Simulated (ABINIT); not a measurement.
# NbSi (Pm-3m) in ABINIT: a series of runs

Aim: see how the results for NbSi move with the level of theory and the settings. Levels: LDA, PBE+D2. Tasks: single point, relaxation of cell and atoms.

Program: ABINIT 10.8.3 (patched build). These are calculated values, not measurements. Logs are shortened: lines on timing, memory, paths and dates and some standing lists are left out, and cuts for length are marked. The log counts tension as positive stress, the text compression.

## Step 1: The structure

Symmetry: Pm-3m, No. 221, cubic system. The conventional cell has a = 3.156 Å, b = 3.156 Å, c = 3.156 Å, α = 90.00°, β = 90.00°, γ = 90.00°. Around Nb (site symmetry m-3m) lie 8 Si at 2.73 Å. Si (site symmetry m-3m) is surrounded by 8 Nb at 2.73 Å.

The cell was built by a generator and needn't be a form met in nature.

## Step 2: Single point, LDA

run.abi reads:

```
pp_dirpath "./"
pseudos "Nb.upf, Si.upf"

acell 5.9648071288 5.9648071288 5.9648071288
rprim
     1.0000000000     0.0000000000     0.0000000000
     0.0000000000     1.0000000000     0.0000000000
     0.0000000000     0.0000000000     1.0000000000
ntypat 2
znucl 41 14
natom 2
typat 1 2
xred
     0.0000000000     0.0000000000     0.0000000000
     0.5000000000     0.5000000000     0.5000000000

ecut 1115.666836 eV

kptopt 1
ngkpt 6 6 6
nshiftk 1
shiftk 0.0 0.0 0.0

ixc 7

nband 13
occopt 3
tsmear 0.05 eV

nstep 100
tolvrs 1.0e-10

iomode 3
prtwf 0
prteig 0
prtebands 0
prtden 1
prtvha 1
prtvclmb 1
prtpot 1
prtelf 1
```

Potentials or basis: PseudoDojo NC SR LDA v0.4.1 standard.

Run with:

```console
abinit run.abi > log 2>&1
```

run.abo:

```text
.Version 10.8.3 of ABINIT
 Symmetries : space group Pm -3 m (#221); Bravais cP (primitive cubic)
================================================================================
 Values of the parameters that define the memory need of the present run
     intxc =       0    ionmov =       0      iscf =       7    lmnmax =       6
     lnmax =       6     mgfft =      36  mpssoang =       3    mqgrid =    3001
     natom =       2  nloc_mem =       1    nspden =       1   nspinor =       1
    nsppol =       1      nsym =      48    n1xccc =    2501    ntypat =       2
    occopt =       3   xclevel =       1
       mpw =        2688          nfft =       46656          nkpt =          20
================================================================================
================================================================================

--------------------------------------------------------------------------------
------------- Echo of variables that govern the present computation ------------
--------------------------------------------------------------------------------
 -outvars: echo values of preprocessed input variables --------
            acell      5.9648071288E+00  5.9648071288E+00  5.9648071288E+00 Bohr
              amu      9.29063800E+01  2.80855000E+01
             ecut      4.10000000E+01 Hartree
              ixc           7
         kptrlatt        6    0    0      0    6    0      0    0    6
          kptrlen      3.57888428E+01
            natom           2
            nband          13
            ngfft          36      36      36
             nkpt          20
            nstep         100
             nsym          48
           ntypat           2
           occopt           3
        prtebands           0
           prteig           0
           prtelf           1
           prtpot           1
         prtvclmb           1
           prtvha           1
            prtwf           0
          spgroup         221
           tolvrs      1.00000000E-10
           tsmear      1.83746611E-03 Hartree
            typat      1  2
           xangst      0.0000000000E+00  0.0000000000E+00  0.0000000000E+00
                       1.5782199989E+00  1.5782199989E+00  1.5782199989E+00
            xcart      0.0000000000E+00  0.0000000000E+00  0.0000000000E+00
                       2.9824035644E+00  2.9824035644E+00  2.9824035644E+00
             xred      0.0000000000E+00  0.0000000000E+00  0.0000000000E+00
                       5.0000000000E-01  5.0000000000E-01  5.0000000000E-01
            znucl       41.00000   14.00000

================================================================================

 chkinp: Checking input parameters for consistency.

================================================================================
== DATASET  1 ==================================================================

--- !DatasetInfo
iteration_state: {dtset: 1, }
dimensions: {natom: 2, nkpt: 20, mband: 13, nsppol: 1, nspinor: 1, nspden: 1, mpw: 2688, }
cutoff_energies: {ecut:  41.0, pawecutdg:  -1.0, }
electrons: {nelect:   1.70000000E+01, charge:   0.00000000E+00, occopt:   3.00000000E+00, tsmear:   1.83746611E-03, }
meta: {optdriver: 0, ionmov: 0, optcell: 0, iscf: 7, paral_kgb: 0, }
...

 Exchange-correlation functional for the present dataset will be:
  LDA: Perdew-Wang 92 LSD fit to Ceperley-Alder data - ixc=7
  J.P.Perdew and Y.Wang, PRB 45, 13244 (1992)

 Real(R)+Recip(G) space primitive vectors, cartesian coordinates (Bohr,Bohr^-1):
 R(1)=  5.9648071  0.0000000  0.0000000  G(1)=  0.1676500  0.0000000  0.0000000
 R(2)=  0.0000000  5.9648071  0.0000000  G(2)=  0.0000000  0.1676500  0.0000000
 R(3)=  0.0000000  0.0000000  5.9648071  G(3)=  0.0000000  0.0000000  0.1676500
 Unit cell volume ucvol=  2.1222142E+02 bohr^3
 Angles (23,13,12)=  9.00000000E+01  9.00000000E+01  9.00000000E+01 degrees

 getcut: wavevector=  0.0000  0.0000  0.0000  ngfft=  36  36  36
         ecut(hartree)=     41.000   => boxcut(ratio)=   2.09387

--- Pseudopotential description ------------------------------------------------
- pspini: atom type   1  psp file is ./Nb.upf
12 -1012 2 -1 1640                            pspcod,pspxc,lmax,lloc,mmax
     nproj     2     2     2

- pspini: atom type   2  psp file is ./Si.upf
12 -1012 2 -1 1510                            pspcod,pspxc,lmax,lloc,mmax
     nproj     2     2     2

   3.78885261E+02                                ecore*ucvol(ha*bohr**3)
--------------------------------------------------------------------------------

================================================================================

--- !BeginCycle
iteration_state: {dtset: 1, }
solver: {iscf: 7, nstep: 100, nline: 4, wfoptalg: 0, }
tolerances: {tolvrs: 1.00E-10, }
...

     iter   Etot(hartree)      deltaE(h)  residm     vres2
 ETOT  1  -66.533370865565    -6.653E+01 7.462E-02 3.898E+02
 ETOT  2  -66.559576593977    -2.621E-02 5.444E-02 3.873E+02
 ETOT  3  -66.628462357889    -6.889E-02 8.098E-03 3.939E-01
 ETOT  4  -66.628584746135    -1.224E-04 1.568E-03 1.319E-03
 ETOT  5  -66.628585381506    -6.354E-07 1.649E-03 2.698E-05
 ETOT  6  -66.628585390496    -8.990E-09 1.207E-03 3.836E-08
 ETOT  7  -66.628585390596    -9.939E-11 3.455E-04 2.540E-10
 ETOT  8  -66.628585390597    -1.293E-12 6.386E-04 9.626E-11

 At SCF step    8       vres2   =  9.63E-11 < tolvrs=  1.00E-10 =>converged.

 Compute ELF
--------------------------------------------------------------------------------

 Compute kinetic energy density

 Compute gradient of the electron density
 Electron Localization Function (ELF) [min:0;max:1]
)     Maximum=    8.4986E-01  at reduced coord.    0.0000    0.0000    0.8056
)     Minimum=    3.3703E-07  at reduced coord.    0.0000    0.0000    0.0000
   Integrated=    9.0423E+01

--------------------------------------------------------------------------------
 End of ELF section

 Cartesian components of stress tensor (hartree/bohr^3)
  sigma(1 1)=  2.64933694E-04  sigma(3 2)=  0.00000000E+00
  sigma(2 2)=  2.64933694E-04  sigma(3 1)=  0.00000000E+00
  sigma(3 3)=  2.64933694E-04  sigma(2 1)=  0.00000000E+00

--- !ResultsGS
iteration_state: {dtset: 1, }
comment   : Summary of ground state results
lattice_vectors:
- [  5.9648071,   0.0000000,   0.0000000, ]
- [  0.0000000,   5.9648071,   0.0000000, ]
- [  0.0000000,   0.0000000,   5.9648071, ]
lattice_lengths: [   5.96481,    5.96481,    5.96481, ]
lattice_angles: [ 90.000,  90.000,  90.000, ] # degrees, (23, 13, 12)
lattice_volume:   2.1222142E+02
convergence: {deltae: -1.293E-12, res2:  9.626E-11, residm:  6.386E-04, diffor: null, }
etotal    :  -6.66285854E+01
entropy   :   0.00000000E+00
fermie    :   4.45994584E-01
cartesian_stress_tensor: # hartree/bohr^3
- [  2.64933694E-04,   0.00000000E+00,   0.00000000E+00, ]
- [  0.00000000E+00,   2.64933694E-04,   0.00000000E+00, ]
- [  0.00000000E+00,   0.00000000E+00,   2.64933694E-04, ]
pressure_GPa:  -7.7946E+00
xred      :
- [  0.0000E+00,   0.0000E+00,   0.0000E+00, Nb]
- [  5.0000E-01,   5.0000E-01,   5.0000E-01, Si]
cartesian_forces: # hartree/bohr
- [ -0.00000000E+00,  -0.00000000E+00,  -0.00000000E+00, ]
- [ -0.00000000E+00,  -0.00000000E+00,  -0.00000000E+00, ]
force_length_stats: {min:   0.00000000E+00, max:   0.00000000E+00, mean:   0.00000000E+00, }
...

 Integrated electronic density in atomic spheres:
 ------------------------------------------------
 Atom  Sphere_radius  Integrated_density
    1        2.00000          9.41297935
    2        2.00000          1.75326742
================================================================================

 ----iterations are completed or convergence reached----

 Mean square residual over all n,k,spin=   50.200E-07; max=  63.864E-05
 reduced coordinates (array xred) for    2 atoms
       0.000000000000      0.000000000000      0.000000000000
       0.500000000000      0.500000000000      0.500000000000
 rms dE/dt=  0.0000E+00; max dE/dt=  0.0000E+00; dE/dt below (all hartree)
    1       0.000000000000      0.000000000000      0.000000000000
    2       0.000000000000      0.000000000000      0.000000000000

 cartesian coordinates (angstrom) at end:
    1      0.00000000000000     0.00000000000000     0.00000000000000
    2      1.57821999892567     1.57821999892567     1.57821999892567

 cartesian forces (hartree/bohr) at end:
    1     -0.00000000000000    -0.00000000000000    -0.00000000000000
    2     -0.00000000000000    -0.00000000000000    -0.00000000000000
 frms,max,avg= 0.0000000E+00 0.0000000E+00   0.000E+00  0.000E+00  0.000E+00 h/b

 cartesian forces (eV/Angstrom) at end:
    1     -0.00000000000000    -0.00000000000000    -0.00000000000000
    2     -0.00000000000000    -0.00000000000000    -0.00000000000000
 frms,max,avg= 0.0000000E+00 0.0000000E+00   0.000E+00  0.000E+00  0.000E+00 e/A
 length scales=  5.964807128800  5.964807128800  5.964807128800 bohr
              =  3.156439997851  3.156439997851  3.156439997851 angstroms
 Fermi (or HOMO) energy (hartree) =   0.44599   Average Vxc (hartree)=  -0.45449
 Eigenvalues (hartree) for nkpt=  20  k points:
 kpt#   1, nband= 13, wtk=  0.00463, kpt=  0.0000  0.0000  0.0000 (reduced coord)
  -1.55660   -0.67355   -0.67355   -0.67355    0.04277    0.34949    0.34949    0.52799
   0.52799    0.52799    0.53894    0.53894    0.53894
      occupation numbers for kpt#   1
   2.00000    2.00000    2.00000    2.00000    2.00000    2.00000    2.00000    0.00000
   0.00000    0.00000    0.00000    0.00000    0.00000
 prteigrs : prtvol=0 or 1, do not print more k-points.

--- !EnergyTerms
iteration_state     : {dtset: 1, }
comment             : Components of total free energy in Hartree
kinetic             :  1.97658096554739E+01
hartree             :  1.00067232791399E+01
xc                  : -1.46245176867028E+01
Ewald energy        : -5.09908670516572E+01
psp_core            :  1.78532996834690E+00
local_psp           : -4.10332509559793E+01
non_local_psp       :  8.46268991450416E+00
internal            : -6.66280828768744E+01
'-kT*entropy'       : -5.02513722491441E-04
total_energy        : -6.66285853905969E+01
total_energy_eV     : -1.81305617208686E+03
band_energy         : -4.37145316510736E+00
...

 Cartesian components of stress tensor (hartree/bohr^3)
  sigma(1 1)=  2.64933694E-04  sigma(3 2)=  0.00000000E+00
  sigma(2 2)=  2.64933694E-04  sigma(3 1)=  0.00000000E+00
  sigma(3 3)=  2.64933694E-04  sigma(2 1)=  0.00000000E+00

-Cartesian components of stress tensor (GPa)         [Pressure= -7.7946E+00 GPa]
- sigma(1 1)=  7.79461839E+00  sigma(3 2)=  0.00000000E+00
- sigma(2 2)=  7.79461839E+00  sigma(3 1)=  0.00000000E+00
- sigma(3 3)=  7.79461839E+00  sigma(2 1)=  0.00000000E+00

== END DATASET(S) ==============================================================
================================================================================

 -outvars: echo values of variables after computation  --------
            acell      5.9648071288E+00  5.9648071288E+00  5.9648071288E+00 Bohr
           etotal     -6.6628585391E+01
            fcart     -0.0000000000E+00 -0.0000000000E+00 -0.0000000000E+00
                      -0.0000000000E+00 -0.0000000000E+00 -0.0000000000E+00
           strten      2.6493369411E-04  2.6493369411E-04  2.6493369411E-04
                       0.0000000000E+00  0.0000000000E+00  0.0000000000E+00
           xangst      0.0000000000E+00  0.0000000000E+00  0.0000000000E+00
                       1.5782199989E+00  1.5782199989E+00  1.5782199989E+00
             xred      0.0000000000E+00  0.0000000000E+00  0.0000000000E+00
                       5.0000000000E-01  5.0000000000E-01  5.0000000000E-01
 Calculation completed.
```

Run time: 17 s. Hardware: 1 thread of Arm Neoverse V1, shared host; peak memory 0.07 GiB.

Results:

| Property | Result |
| --- | --- |
| Free energy | -1813.0562 eV |
| Pressure | -7.8 GPa |
| Band gap on the k mesh | none (metal or under the smearing width) |
| Valence electrons inside the program's atomic spheres | Nb 9.41; Si 1.75 |

## Step 3: Relaxation of cell and atoms, PBE+D2, spin-orbit coupling, no magnetisation

run.abi reads:

```
# Pseudopotentials
pp_dirpath "./"
pseudos "Nb.GGA_PBE-ansatz.xml, Si.GGA_PBE-ansatz.xml"

# Structure
acell 3*1.0
rprim
     5.9648071288     0.0000000000     0.0000000000
     0.0000000000     5.9648071288     0.0000000000
     0.0000000000     0.0000000000     5.9648071288
ntypat 2
znucl 41 14
natom 2
typat 1 2
chkprim 0
chksymtnons 0
tolsym 1.0e-6
xred
            0.0            0.0            0.0
            1/2            1/2            1/2

# Plane-wave basis
ecut 15.4
pawecutdg 30.8
pawxcdev 0
pawovlp -1
ecutsm 0.5

# k points
kptopt 4
ngkpt 6 6 6
nshiftk 1
shiftk 0.0 0.0 0.0

# Exchange and correlation
ixc 11
vdw_xc 5

# Bands and occupations
nband 26
occopt 3
tsmear 0.00183747

# Spin
nspinor 2
nspden 1
pawspnorb 1

# SCF cycle
nstep 80
tolvrs 1.0e-10

# Output
iomode 3
prteig 0
prtebands 0
prtwf 0
prtden 0

# Relaxation
ionmov 2
optcell 2
ntime 50
tolmxf 2.0e-5
dilatmx 1.08
```

Potentials or basis: Ansatz PAW PBE default generated set, frozen core.

Run with:

```console
abinit run.abi > log 2>&1
```

Wall time 1.7 min (1 thread of Arm Neoverse V1, shared host); peak memory 0.22 GiB.

Results (log left out):

- Free energy: -1675.1119 eV
- Relaxed volume: 15.59 Å³/atom
- Relaxed cell: a = 3.148 Å, b = 3.148 Å, c = 3.148 Å, α = 90.00°, β = 90.00°, γ = 90.00°
- Space group after relaxing (to 0.05 Å): Pm-3m (No. 221)
- Energy gained by relaxing: 0.5 meV/atom
- Ionic steps: 3
- Pressure after relaxing: 0.0 GPa
- Band gap on the k mesh: none (metal or under the smearing width)

The path:
```
step  energy change (eV)  largest force (eV/Å)  pressure (GPa)  volume (Å³)
   1              0.0000                0.0000           -1.33        31.45
   2             -0.0008                0.0000           -0.68        31.32
   3             -0.0011                0.0000            0.01        31.19
```

Final structure:
```xyz
2
Lattice="3.1477 0.0000 0.0000 0.0000 3.1477 0.0000 0.0000 0.0000 3.1477" Properties=species:S:1:pos:R:3 pbc="T T T"
Nb    0.0000    0.0000    0.0000
Si    1.5739    1.5739    1.5739
```

Caveat: pairwise dispersion overbinds metals, which lowers pressure and volume; the atomic spheres overlap.

(Continued in part 2 of 2.)
